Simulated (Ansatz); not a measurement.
# Ti5WC6: the cost of one run

Computed with Ansatz 0.2.0 (DFT PBE, scalar-relativistic, plane waves, PAW, unless a step names another level, unless a step's input says otherwise).

1 further run of the same task is left out (set aside as unsound or not needed). Runs told in other sessions of the task aren't counted.

## 1. The starting structure

The structure is trigonal, space group P-3m1 (No. 164). Conventional cell: a = 3.063 Å, b = 3.063 Å, c = 15.072 Å, α = 90.00°, β = 90.00°, γ = 120.00°. Ti (site symmetry 3m) has 6 C at 2.15 to 2.18 Å in its first shell of neighbours. Ti (site symmetry 3m) is surrounded by 6 C at 2.16 to 2.18 Å. Around Ti (site symmetry -3m) lie 6 C at 2.17 Å. W (site symmetry -3m) has 6 C at 2.17 Å in its first shell of neighbours. C (site symmetry 3m) is surrounded by 3 W at 2.17 Å and 3 Ti at 2.18 Å. Around C (site symmetry 3m) lie 6 Ti at 2.15 to 2.18 Å. C (site symmetry 3m) has 6 Ti at 2.16 to 2.17 Å in its first shell of neighbours.

Coordinates:

```cif
data_structure
_symmetry_space_group_name_H-M 'P 1'
_symmetry_Int_Tables_number 1
_cell_length_a 3.0634
_cell_length_b 3.0634
_cell_length_c 15.0721
_cell_angle_alpha 90.000
_cell_angle_beta 90.000
_cell_angle_gamma 120.000
_cell_volume 122.49
loop_
_atom_site_label
_atom_site_type_symbol
_atom_site_fract_x
_atom_site_fract_y
_atom_site_fract_z
_atom_site_occupancy
Ti1 Ti 0.66667 0.33333 0.66866 1
Ti2 Ti 0.33333 0.66667 0.33134 1
Ti3 Ti 0.66667 0.33333 0.16525 1
Ti4 Ti 0.00000 0.00000 0.00000 1
Ti5 Ti 0.33333 0.66667 0.83475 1
W1 W 0.00000 0.00000 0.50000 1
C1 C 0.33333 0.66667 0.58371 1
C2 C 0.66667 0.33333 0.41630 1
C3 C 0.00000 0.00000 0.24993 1
C4 C 0.33333 0.66667 0.08330 1
C5 C 0.66667 0.33333 0.91670 1
C6 C 0.00000 0.00000 0.75007 1
```

It is the end of an earlier relaxation with the same method, from a generated guess; it is a trial structure. At a tolerance of 0.05 Å it has space group P-3m1 (No. 164); it has 10.21 Å³/atom, an uncorrected energy of -0.70 eV/atom over the elements and, on its mesh, gap none (metal).

## 2. Strained cells: the elastic tensor

The input, input.yaml:

```yaml
crystal:
  lattice:
    - [3.0650566016, 0.0, 0.0]
    - [-1.5325283008, 2.6544168811, 0.0]
    - [0.0, 0.0, 15.0624004749]
  atoms:
    - { symbol: Ti, position: [0.6666666667, 0.3333333333, 0.6688262811] }
    - { symbol: Ti, position: [0.3333333333, 0.6666666667, 0.3311737189] }
    - { symbol: Ti, position: [0.6666666667, 0.3333333333, 0.1652185015] }
    - { symbol: Ti, position: [0.0, 0.0, 0.0] }
    - { symbol: Ti, position: [0.3333333333, 0.6666666667, 0.8347814985] }
    - { symbol: W, position: [0.0, 0.0, 0.5] }
    - { symbol: C, position: [0.3333333333, 0.6666666667, 0.5836628459] }
    - { symbol: C, position: [0.6666666667, 0.3333333333, 0.4163371541] }
    - { symbol: C, position: [0.0, 0.0, 0.2499060728] }
    - { symbol: C, position: [0.3333333333, 0.6666666667, 0.0832957459] }
    - { symbol: C, position: [0.6666666667, 0.3333333333, 0.9167042541] }
    - { symbol: C, position: [0.0, 0.0, 0.7500939272] }
basis:
  ecutwfc: 420
kpoints:
  mp_grid: { grid: [12, 12, 4] }
hamiltonian:
  xc: pbe
scf:
  occupations: { method: fermi_dirac, width: 0.15 }
output:
  forces: true
  stress: true
  eigenvalues: true
elastic:
  mode: relaxed_ion
  amplitude: 0.005
  stencil: two_point
```

Launch:

```console
> ansatz run input.yaml --threads 4 --pin off --max-ram 8192MiB --backend cpu --events-out ev --progress --plain --runs-dir out
```

**Question.** How long does this run take on 4 threads of Intel Xeon Platinum 8488C (Sapphire Rapids), shared host, and how much memory does it need?

About 7 min, with a peak of 1.5 GiB.
